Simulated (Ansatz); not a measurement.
The system is LaBi2ClO4.

```
Bi La Cl O
1.0
     3.98890    0.00000    0.00000
     0.00000    3.98890    0.00000
     0.00000    0.00000    9.33319
Bi La Cl O
2 1 1 4
Direct
  0.50000 0.50000 0.72162
  0.50000 0.50000 0.27838
  0.00000 0.00000 0.00000
  0.00000 0.00000 0.50000
  0.50000 0.00000 0.83834
  0.50000 0.00000 0.16166
  0.00000 0.50000 0.83834
  0.00000 0.50000 0.16166
```

The cell is a database's computed one.

* Program: Ansatz 0.2.0
* Task: relaxation of cell and atoms
* Functional: PBEsol
* Potentials or basis: Ansatz PAW
* Cutoff: 420 eV (not typed: the program's choice for these potentials)
* k mesh: 7 × 7 × 3
* Occupations: fermi-dirac, width 0.05 eV
* Spin: no spin polarisation

At the start: volume 18.56 Å³/atom.

Where does the relaxation end?

It ends after 9 steps and the volume is 17.42 Å³/atom (-6.1 %); space group P4/mmm (No. 123, to 0.05 Å).

The path:
```tsv
step	energy change (eV)	largest force (eV/Å)	volume (Å³)
1	0.0000	0.3404	148.50
2	-0.0884	0.2577	137.50
3	-0.1230	0.0807	139.61
4	-0.1221	0.0947	140.20
5	-0.1246	0.0267	139.77
6	-0.1245	0.0010	139.83
7	-0.1097	0.0006	139.83
8	-0.1111	0.0017	139.38
9	-0.1100	0.0018	139.38
```

Final structure:
```xyz
8
Lattice="3.9341 0.0000 0.0000 0.0000 3.9341 0.0000 0.0000 0.0000 9.0056" Properties=species:S:1:pos:R:3 pbc="T T T"
Bi    1.9670    1.9670    6.4251
Bi    1.9670    1.9670    2.5805
La    0.0000    0.0000    0.0000
Cl    0.0000    0.0000    4.5028
O     1.9670    0.0000    7.5025
O     1.9670    0.0000    1.5031
O     0.0000    1.9670    7.5025
O     0.0000    1.9670    1.5031
```

Caveat: the plane-wave basis is chosen anew once the cell has moved, so the energies of steps on either side of that aren't comparable; the pressure holds a Pulay correction of +0.4 GPa for the finite cutoff; the PAW data sets come from PBE, with cores solved anew for the run's functional, which leaves a small shift of forces and pressure.
